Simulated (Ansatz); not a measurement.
Hf2Pd2Se2Br2O3:

```
CELL_PARAMETERS angstrom
5.75899 0.00000 0.00000
-2.87949 4.98743 0.00000
0.00000 0.00000 8.52547
ATOMIC_POSITIONS crystal
Hf 0.33333 0.66667 0.54201
Hf 0.66667 0.33333 0.54201
Pd 0.33333 0.66667 0.12880
Pd 0.66667 0.33333 0.12880
Se 0.33333 0.66667 0.85572
Se 0.66667 0.33333 0.85572
Br 0.00000 0.00000 0.13895
Br 0.00000 0.00000 0.65384
O 0.50000 0.00000 0.42963
O 0.00000 0.50000 0.42963
O 0.50000 0.50000 0.42963
```

The cell was built by a generator and needn't be a form met in nature.

Base run:

| Quantity | Value |
| --- | --- |
| Program | Ansatz 0.2.0 |
| Functional | PBE |
| Potentials or basis | Ansatz PAW |
| Cutoff | 420 eV (not typed: the program's choice for these potentials) |
| k mesh | 6 × 6 × 3 |
| Occupations | fermi-dirac, width 0.05 eV |
| Spin | no spin polarisation |
| Hubbard terms | Hf d U = 8 eV, Pd d U = 8 eV |

Its results: band gap on the k mesh none (metal or under the smearing width); pressure 4.2 GPa; largest force 1.069 eV/Å.

Q: The run is repeated on the same cell with these changes: hubbard terms from Hf d U = 8 eV, Pd d U = 8 eV to Hf d U = 2 eV, Pd d U = 2 eV. What comes out?

A: Band gap on the k mesh none (metal or under the smearing width); pressure 0.7 GPa; largest force 0.283 eV/Å.

Caveats: U without spin polarisation on a metal has little footing; forces of over 1 eV/Å show positions far from the minimum, so gaps and moduli don't describe the material at rest (some runs).
